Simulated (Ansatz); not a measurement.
**CH6AlFSi: small, medium and large basis sets**

An exercise on one series of results from a longer session: the logs are not shown, and one member is left open.

Program: Ansatz 0.2.0, Gaussian basis. Level of theory: one geometry, several basis sets. These are calculated values, not measurements.

Plan: PBE0-D4/def2-SVP; ωB97M-V/def2-SVP; PBE0-D4/def2-QZVPP; ωB97M-V/def2-QZVPP; the functionals' def2-TZVPP values are taken from earlier runs.

### The relaxed structure

An earlier PBE0-D4 in a triple-zeta def2 set relaxation fixed the geometry.

SMILES `F[CH2][AlH][SiH3]`, 10 atoms, charge 0, spin multiplicity 1.

Atoms are counted from 1 here; the program's logs count them from 0.

Bond lengths: F1–C2 1.400 Å, C2–Al3 1.983 Å, C2–H5 1.098 Å, C2–H6 1.098 Å, Al3–Si4 2.454 Å, Al3–H7 1.592 Å, Si4–H8 1.490 Å, Si4–H9 1.491 Å, Si4–H10 1.491 Å. Angles: F1–C2–Al3 111.4°, F1–C2–H5 107.7°, F1–C2–H6 107.7°, Al3–C2–H5 112.0°, Al3–C2–H6 112.0°, H5–C2–H6 105.8°, C2–Al3–Si4 118.8°, C2–Al3–H7 116.8°, Si4–Al3–H7 124.5°, Al3–Si4–H8 112.8°, Al3–Si4–H9 110.5°, Al3–Si4–H10 110.5°, H8–Si4–H9 107.7°, H8–Si4–H10 107.7°, H9–Si4–H10 107.4°.

The first run:

in.yaml reads:

```yaml
crystal:
  periodic: [false, false, false]
  atoms:
    - {symbol: F, position_ang: [-1.971299, 0.959453, 0.313885]}
    - {symbol: C, position_ang: [-0.796865, 1.704586, 0.154044]}
    - {symbol: Al, position_ang: [0.778076, 0.526699, -0.103603]}
    - {symbol: Si, position_ang: [0.447270, -1.904498, -0.103001]}
    - {symbol: H, position_ang: [-0.946441, 2.383992, -0.695898]}
    - {symbol: H, position_ang: [-0.688782, 2.349502, 1.036522]}
    - {symbol: H, position_ang: [2.185707, 1.243848, -0.298190]}
    - {symbol: H, position_ang: [1.714591, -2.659755, -0.311385]}
    - {symbol: H, position_ang: [-0.138442, -2.351515, 1.193154]}
    - {symbol: H, position_ang: [-0.500615, -2.303414, -1.182430]}
basis:
  gaussian: {orbitals: def2-SVP}
hamiltonian: {xc: pbe0, dispersion: d4}
output: {orbitals: {seedname: orbitals}}
```

Command:

```
ansatz run in.yaml --threads 2 --pin off --events-out ev --progress --plain --max-ram 4352MiB
```

Among the steps run: PBE0-D4 in def2-SVP; ωB97M-V in def2-SVP; PBE0-D4 in def2-QZVPP; ωB97M-V in def2-QZVPP.

One of the session's tables, all rows but one given; the rest of the session is left out.

It belongs to the step «Density functionals: the series». 

```
functional       basis  HOMO (eV)  LUMO (eV)
   PBE0-D4    def2-SVP      -7.49      -1.97
   PBE0-D4  def2-TZVPP          ?          ?
   PBE0-D4  def2-QZVPP      -7.52      -2.00
   ωB97M-V    def2-SVP      -9.54      -0.28
   ωB97M-V  def2-TZVPP      -9.56      -0.35
   ωB97M-V  def2-QZVPP      -9.58      -0.44
```

Q: Estimate the row for PBE0-D4, def2-TZVPP from the others.

As computed: HOMO (eV): -7.51; LUMO (eV): -1.98. In the column «HOMO (eV)» it lies between PBE0-D4, def2-QZVPP (-7.52) and PBE0-D4, def2-SVP (-7.49).
